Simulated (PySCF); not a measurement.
**KS: from the state search to spectroscopic constants**

One table from this session's results is given with a row withheld; the runs are named, their logs left out.

Computed with PySCF 2.14.0. Level: K def2-SVPD, S def2-SVPD, no relativity.

The first run:

A driver script around PySCF takes these settings:

```yaml
atoms: K, S
charge: 0
basis: K def2-SVPD, S def2-SVPD
Hamiltonian: no relativity
basis_functions: 54
electrons_treated: 35
masses_in_u: 38.9637, 31.9721
levels: PBE0, PBE, r²SCAN, revPBE, B3LYP, PW91, LC-ωPBE, HF, MP2, SCS-MP2, CCSD, CCSD(T)
grid: 80 radial by 434 angular points
occupations: held fixed by the projection of orbital angular momentum
dissociation_limit: K + S, each in its ground configuration
starting_distance_in_angstrom: 2.930
values_of_2S_to_try: 1, 3
```

The run is started by

```console
> OMP_NUM_THREADS=1 python dia.py task.json out
```

Steps of the session up to this table: Set-up; The PBE0 curve of the state that the search chose; Other states along the same grid; PBE (GGA); r²SCAN; revPBE; B3LYP (global hybrid GGA); PW91 (GGA); LC-ωPBE; UHF; MP2 and coupled cluster.

One table of the session follows, with a row left open; its other results are not shown here.

Energy (eV) from each level's lowest point:

```
R (Å)    UHF  UHF-MP2  UHF-SCS-MP2  UHF-CCSD  UHF-CCSD(T)
2.463  0.713    0.648        0.663       n/a          n/a
2.578  0.350    0.312        0.322     0.318        0.322
2.692  0.137    0.117        0.123     0.121        0.124
2.778  0.049    0.038        0.042     0.041        0.043
2.864  0.007    0.003        0.004     0.004        0.005
2.950  0.000    0.000        0.000     0.000        0.000
3.064  0.031    0.034        0.032     0.033        0.031
3.208      ?        ?            ?         ?            ?
3.380  0.251    0.253        0.247     0.249        0.242
3.609  0.464    0.463        0.455       n/a          n/a
```

**Question.** Estimate the row for R (Å) = 3.208.

Worked estimate for «UHF». A straight line through the neighbours (3.064, 0.031) and (3.380, 0.251) gives 0.031 + (0.251 − 0.031) × (3.208 − 3.064) / (3.380 − 3.064) = 0.131; a parabola fitted to 4 rows on both sides gives 0.119.

**Answer.** UHF: 0.113; UHF-MP2: 0.117; UHF-SCS-MP2: 0.113; UHF-CCSD: 0.114; UHF-CCSD(T): 0.110. In «UHF» the line misses by +0.018 and the parabola by +0.006.
